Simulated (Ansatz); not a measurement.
# doublet [InSi2H7]+ at 6 levels

We compute a comparison of 6 runs (U-wB97X/def2-SVP, UBHLYP/def2-SVP, USVWN5/def2-SVP, RPA@PBE/def2-SVP, UMP2/def2-SVP, UCCSD(T)/def2-SVP) of doublet [InSi2H7]+. 

Program for the calculation: Ansatz 0.2.0.

54 further runs of the same task are left out: 54 set aside as unsound or not needed.

## Step 1: The structure to begin with

[InSi2H7]+: 10 atoms, total charge +1, spin state doublet. As SMILES of the parent species, `[SiH3][SiH2][InH2]`. The coordinates come from a PBE0-D4/def2-TZVP relaxation. That shape belongs to the parent species and isn't relaxed for this state.

Bond lengths: Si1–Si2 2.339 Å, Si2–In3 2.571 Å, Si1–H4 1.488 Å, Si1–H5 1.489 Å, Si1–H6 1.489 Å, Si2–H7 1.491 Å, Si2–H8 1.492 Å, In3–H9 1.728 Å, In3–H10 1.728 Å. Some angles: Si1–Si2–In3 110.2°, Si1–Si2–H7 108.2°, Si1–Si2–H8 107.8°, In3–Si2–H7 111.9°, In3–Si2–H8 111.1°, Si2–Si1–H4 112.1°, Si2–Si1–H5 109.8°, Si2–Si1–H6 109.8°, Si2–In3–H9 121.0°, Si2–In3–H10 120.2°.

## Step 2: A single-point energy at U-wB97X/def2-SVP (core potential) (run 1)

input.yaml

```yaml
crystal:
  periodic: [false, false, false]
  atoms:
    - {symbol: Si, position_ang: [-1.450900, 0.732300, -0.821600]}
    - {symbol: Si, position_ang: [0.023100, -0.982700, -0.222400]}
    - {symbol: In, position_ang: [1.884800, -0.062700, 1.293100]}
    - {symbol: H, position_ang: [-2.541100, 0.248700, -1.711500]}
    - {symbol: H, position_ang: [-0.707700, 1.812100, -1.527500]}
    - {symbol: H, position_ang: [-2.065700, 1.320500, 0.400500]}
    - {symbol: H, position_ang: [-0.761300, -2.056900, 0.451800]}
    - {symbol: H, position_ang: [0.588700, -1.557900, -1.477300]}
    - {symbol: H, position_ang: [1.761400, -0.160900, 3.013900]}
    - {symbol: H, position_ang: [3.268800, 0.707500, 0.601100]}
basis:
  gaussian:
    orbitals: def2-SVP
total_charge: 1
accuracy: high
magnetization:
  spin_polarized: true
  initial_magnetization: 1
hamiltonian:
  xc: {name: wB97X}
output:
  orbitals: {seedname: orbitals}
```

Launch:

```sh
$ ansatz run input.yaml --threads 1 --pin off --max-ram 3480MiB --events-out events.jsonl --progress --plain --runs-dir runs
```

Log:

```text
Warning: RAYON_NUM_THREADS=1 ignored (pool sized by the plan → 1); use --threads N
Functional definition: wB97X
  name "wB97X"
  parameter omega = 0.3/bohr
  parameter cx = 0.157706
  parameter cx1 = 0.726479
  parameter cx2 = 1.04760
  parameter cx3 = -5.70635
  parameter cx4 = 13.2794
  parameter css1 = -4.33879
  parameter css2 = 18.2308
  parameter css3 = -31.7430
  parameter css4 = 17.2901
  parameter cos1 = 2.37031
  parameter cos2 = -11.3995
  parameter cos3 = 6.58405
  parameter cos4 = -3.78132
  exchange = spin_sum(e_x_unif_sr(omega)*poly(b97_u_x, 1 - cx, cx1, cx2, cx3, cx4)) + cx*exact_x_sr(omega)
      + exact_x_lr(omega)
  correlation = spin_sum(e_c_pw_same_spin*poly(b97_u_same, 1, css1, css2, css3, css4))
      + integral(e_c_pw_opposite_spin*poly(b97_u_opposite, 1, cos1, cos2, cos3, cos4))
2236 factors; integrals over basis functions are off by at most 8.6e-9 eV
487 factors; integrals over basis functions are off by at most 1.9e-9 eV
mean field evaluation 1: about -21027.7282 eV, gradient 9.6e0 eV
mean field evaluation 2: about -21028.5559 eV, gradient 4.3e0 eV
mean field evaluation 4: about -21028.6965 eV, gradient 2.9e-1 eV
mean field evaluation 8: about -21028.7578 eV, gradient 5.5e-2 eV
mean field evaluation 16: about -21028.7582 eV, gradient 1.3e-3 eV
mean field evaluation 32: about -21028.7582 eV, gradient 1.8e-7 eV
mean field -21028.75822935 eV, -772.7926111244 hartree, gradient 7.7e-8 eV, S^2 0.759344; 4 other end points of the search recorded, 0 dependent functions left out
reference -21028.75822505 eV, -772.7926109664 hartree; 28, 27 occupied and 69, 70 virtual orbitals, 2236 factors
Total energy: -21028.75822505 eV, -772.7926109664 hartree
```

It took 1.7 min on 1 thread of Arm Neoverse V1, shared host; peak memory 1.2 GiB.

## Step 3: A single-point energy at UBHLYP/def2-SVP (core potential) (run 2)

run.yaml

```yaml
crystal:
  periodic: [false, false, false]
  atoms:
    - symbol: Si
      position_ang: [-1.450900, 0.732300, -0.821600]
    - symbol: Si
      position_ang: [0.023100, -0.982700, -0.222400]
    - symbol: In
      position_ang: [1.884800, -0.062700, 1.293100]
    - symbol: H
      position_ang: [-2.541100, 0.248700, -1.711500]
    - symbol: H
      position_ang: [-0.707700, 1.812100, -1.527500]
    - symbol: H
      position_ang: [-2.065700, 1.320500, 0.400500]
    - symbol: H
      position_ang: [-0.761300, -2.056900, 0.451800]
    - symbol: H
      position_ang: [0.588700, -1.557900, -1.477300]
    - symbol: H
      position_ang: [1.761400, -0.160900, 3.013900]
    - symbol: H
      position_ang: [3.268800, 0.707500, 0.601100]
basis:
  gaussian:
    orbitals: def2-SVP
total_charge: 1
magnetization:
  spin_polarized: true
  initial_magnetization: 1
hamiltonian:
  xc: {name: BHLYP}
accuracy: high
output:
  orbitals: {seedname: orbitals}
```

Launch:

```sh
$ ansatz run run.yaml --threads 1 --pin off --max-ram 3480MiB --events-out events.jsonl --progress --plain --runs-dir runs
```

Log:

```text
Warning: RAYON_NUM_THREADS=1 ignored (pool sized by the plan → 1); use --threads N
Functional definition: BHLYP
  name "BHLYP"
  parameter a = 0.5
  exchange = (1 - a)*b88_x + a*exact_x
  correlation = lyp_c
2236 factors; integrals over basis functions are off by at most 8.6e-9 eV
mean field evaluation 1: about -21024.7252 eV, gradient 1.0e1 eV
mean field evaluation 2: about -21025.4368 eV, gradient 6.1e0 eV
mean field evaluation 4: about -21025.7143 eV, gradient 2.5e-1 eV
mean field evaluation 8: about -21025.7497 eV, gradient 4.0e-2 eV
mean field evaluation 16: about -21025.7499 eV, gradient 1.0e-3 eV
mean field evaluation 32: about -21025.7499 eV, gradient 1.0e-7 eV
mean field -21025.74988214 eV, -772.6820564033 hartree, gradient 3.4e-8 eV, S^2 0.760552; 4 other end points of the search recorded, 0 dependent functions left out
reference -21025.74991796 eV, -772.6820577199 hartree; 28, 27 occupied and 69, 70 virtual orbitals, 2236 factors
Total energy: -21025.74991796 eV, -772.6820577199 hartree
```

It took 29 s on 1 thread of Arm Neoverse V1, shared host; peak memory 0.55 GiB.

Runs 3 to 5 aren't shown in full; the table further down has their settings and results.

## Step 4: A single-point energy at UCCSD(T)/def2-SVP (core potential) (run 6)

molecule.yaml

```yaml
crystal:
  periodic: [false, false, false]
  atoms:
    - {symbol: Si, position_ang: [-1.450900, 0.732300, -0.821600]}
    - {symbol: Si, position_ang: [0.023100, -0.982700, -0.222400]}
    - {symbol: In, position_ang: [1.884800, -0.062700, 1.293100]}
    - {symbol: H, position_ang: [-2.541100, 0.248700, -1.711500]}
    - {symbol: H, position_ang: [-0.707700, 1.812100, -1.527500]}
    - {symbol: H, position_ang: [-2.065700, 1.320500, 0.400500]}
    - {symbol: H, position_ang: [-0.761300, -2.056900, 0.451800]}
    - {symbol: H, position_ang: [0.588700, -1.557900, -1.477300]}
    - {symbol: H, position_ang: [1.761400, -0.160900, 3.013900]}
    - {symbol: H, position_ang: [3.268800, 0.707500, 0.601100]}
basis:
  gaussian: {orbitals: def2-SVP}
scf: {omitted_lower_state_checks: [cluster_reference, increment]}
magnetization: {spin_polarized: true, initial_magnetization: 1}
total_charge: 1
accuracy: high
correlation: {method: ccsd_t, frozen_orbitals: {H: 0, In: 4, Si: 5}}
```

Launch:

```sh
$ ansatz run molecule.yaml --threads 1 --pin off --max-ram 3480MiB --events-out events.jsonl --progress --plain --runs-dir runs
```

Log:

```text
Warning: RAYON_NUM_THREADS=1 ignored (pool sized by the plan → 1); use --threads N
[... 13 lines left out ...]
14 core orbitals not correlated: weight in the atoms' cores, before any rotation towards them, 1.000 or more for the frozen orbitals, at most 0.000 for the correlated occupied ones
[... 34 lines left out ...]
Total energy: -20979.12075305 eV, -770.9684675158 hartree
Checks for a lower state left out: cluster_reference, increment
```

Run time: 2 min. Hardware: 1 thread of Arm Neoverse V1, shared host; peak memory 1.2 GiB.

## Step 5: All runs side by side

| run | level | frozen core orbitals | energy (Eh) | ⟨S²⟩ | wall time |
| --- | --- | --- | --- | --- | --- |
| 1 | U-wB97X/def2-SVP (core potential) | – | -772.792611 | 0.759 | 1.7 min |
| 2 | UBHLYP/def2-SVP (core potential) | – | -772.682058 | 0.761 | 29 s |
| 3 | USVWN5/def2-SVP (core potential) | – | -770.069833 | 0.751 | 11 s |
| 4 | RPA@PBE/def2-SVP (core potential) | 14 | -771.169444 | 0.753 | 38 s |
| 5 | UMP2/def2-SVP (core potential) | 14 | -770.893084 | 0.772 | 9 s |
| 6 | UCCSD(T)/def2-SVP (core potential) | 14 | -770.968468 | 0.772 | 2 min |

## Step 6: What came out

```
                                           quantity          value
                                run 6: total energy  -770.96847 Eh
run 6: correlation energy (14 core orbitals frozen)     -353.5 mEh
                              run 6: (T) correction      -9.90 mEh
           run 6: ⟨S²⟩ of the reference determinant          0.772
                               run 6: T1 diagnostic          0.015
```

Totals of different functionals can't be ranked against each other. All runs together took 5.2 min, the longest 2 min.
